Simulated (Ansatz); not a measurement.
# CH3In (SMILES C[In]): BCCD(T)/def2-SVPD (core potential)

Aim: the vertical electron affinity of CH3In at BCCD(T)/def2-SVPD (core potential), from 2 runs. 

Program for the calculation: Ansatz 0.2.0.

46 further runs of the same task are left out: 5 that didn't finish, 41 set aside as unsound or not needed.

**1. The structure to begin with**

CH3In: 5 atoms, total charge 0, spin state singlet. SMILES: `C[In]`. Geometry: relaxed at PBE0-D4/def2-TZVP.

Bond lengths: C1–In2 2.238 Å, C1–H3 1.096 Å, C1–H4 1.096 Å, C1–H5 1.096 Å. Angles: In2–C1–H3 111.3°, In2–C1–H4 111.3°, In2–C1–H5 111.3°, H3–C1–H4 107.6°, H3–C1–H5 107.6°, H4–C1–H5 107.6°.

**2. A single-point energy at BCCD(T)/def2-SVPD (core potential)**

run.yaml reads:

```yaml
crystal:
  periodic: [false, false, false]
  atoms:
    - {symbol: C, position_ang: [-0.182770, 0.073150, -0.070580]}
    - {symbol: In, position_ang: [1.772750, -0.709460, 0.684610]}
    - {symbol: H, position_ang: [-0.972960, -0.040920, 0.680150]}
    - {symbol: H, position_ang: [-0.502560, -0.460530, -0.972760]}
    - {symbol: H, position_ang: [-0.114460, 1.137770, -0.321410]}
basis:
  gaussian:
    orbitals: def2-SVPD
correlation:
  method: bccd_t
  frozen_orbitals: {C: 1, H: 0, In: 4}
accuracy: high
scf:
  omitted_lower_state_checks: [cluster_reference, increment]
```

On the command line:

```bash
$ ansatz run run.yaml --threads 1 --pin off --max-ram 3480MiB --events-out events.jsonl --progress --plain --runs-dir runs
```

Log, cut to the lines that bear on the results:

```text
Warning: RAYON_NUM_THREADS=1 ignored (pool sized by the plan → 1); use --threads N
Functional definition: HF
  name "HF"
[...]
1696 factors; integrals over basis functions are off by at most 3.1e-9 eV
[...]
mean field -6225.54495238 eV, -228.7845571740 hartree, gradient 9.0e-9 eV, S^2 0.000000; 0 other end points of the search recorded, 0 dependent functions left out
5 core orbitals not correlated: weight in the atoms' cores, before any rotation towards them, 1.000 or more for the frozen orbitals, at most 0.000 for the correlated occupied ones
reference -6225.54495238 eV, -228.7845571740 hartree; 10, 10 occupied and 61, 61 virtual orbitals, 1696 factors
second order -6.28098492 eV of doubles, -0.00000000 eV of singles
cycle   1  -6.80278616 eV  change   -5.2e-1 eV  update   7.5e-2
[...]
cycle  22  -7.07600762 eV  change  -9.7e-10 eV  update  8.9e-10
perturbative correction -0.26085973 eV, -0.0095864182 hartree
Total energy: -6232.88181973 eV, -229.0541820761 hartree
Checks for a lower state left out: cluster_reference, increment
```

It took 9.6 s on 1 thread of Arm Neoverse V1, shared host; peak memory 0.44 GiB.

**3. The doublet anion**

run.yaml reads:

```yaml
crystal:
  periodic: [false, false, false]
  atoms:
    - symbol: C
      position_ang: [-0.182770, 0.073150, -0.070580]
    - symbol: In
      position_ang: [1.772750, -0.709460, 0.684610]
    - symbol: H
      position_ang: [-0.972960, -0.040920, 0.680150]
    - symbol: H
      position_ang: [-0.502560, -0.460530, -0.972760]
    - symbol: H
      position_ang: [-0.114460, 1.137770, -0.321410]
basis:
  gaussian:
    orbitals: def2-SVPD
correlation:
  method: bccd_t
  frozen_orbitals: {C: 1, H: 0, In: 4}
total_charge: -1
accuracy: high
magnetization:
  spin_polarized: true
  initial_magnetization: 1
scf:
  omitted_lower_state_checks: [cluster_reference, increment]
```

On the command line:

```bash
$ ansatz run run.yaml --threads 1 --pin off --max-ram 3480MiB --events-out events.jsonl --progress --plain --runs-dir runs
```

Log, cut to the lines that bear on the results:

```text
Warning: RAYON_NUM_THREADS=1 ignored (pool sized by the plan → 1); use --threads N
[... 2 set-up lines as earlier in the session ...]
[...]
1697 factors; integrals over basis functions are off by at most 3.1e-9 eV
[...]
mean field -6225.03680642 eV, -228.7658831545 hartree, gradient 1.8e-8 eV, S^2 0.781859; 13 other end points of the search recorded, 0 dependent functions left out
5 core orbitals not correlated: weight in the atoms' cores, before any rotation towards them, 1.000 or more for the frozen orbitals, at most 0.000 for the correlated occupied ones
reference -6225.03680642 eV, -228.7658831545 hartree; 11, 10 occupied and 60, 61 virtual orbitals, 1697 factors
second order -6.51847109 eV of doubles, -0.00000000 eV of singles
cycle   1  -7.04213666 eV  change   -5.2e-1 eV  update   8.1e-2
[...]
cycle  47  -7.32669948 eV  change  -9.4e-10 eV  update  3.9e-10
perturbative correction -0.29151062 eV, -0.0107128176 hartree
Total energy: -6232.65501652 eV, -229.0458472118 hartree
Checks for a lower state left out: cluster_reference, increment
```

Run time: 95 s. Hardware: 1 thread of Arm Neoverse V1, shared host; peak memory 0.92 GiB.

**4. What came out**

Level: BCCD(T)/def2-SVPD (core potential), 5 core orbitals frozen.

| quantity | value |
| --- | --- |
| singlet CH3In: total energy | -229.05418 Eh |
| singlet CH3In: correlation energy (5 core orbitals frozen) | -269.6 mEh |
| singlet CH3In: (T) correction | -9.59 mEh |
| doublet anion: total energy | -229.04585 Eh |
| doublet anion: correlation energy (5 core orbitals frozen) | -280.0 mEh |
| doublet anion: (T) correction | -10.71 mEh |
| doublet anion: ⟨S²⟩ of the reference determinant | 0.782 |
| vertical electron affinity (to the doublet anion) | -0.227 eV |

In words: The anion lies 0.23 eV (21.9 kJ/mol) above the neutral: the electron isn't bound at this level, and such a value depends on the basis. The triples (singlet CH3In) make up 3.6 % of the correlation energy. The triples (doublet anion) make up 3.8 % of the correlation energy.
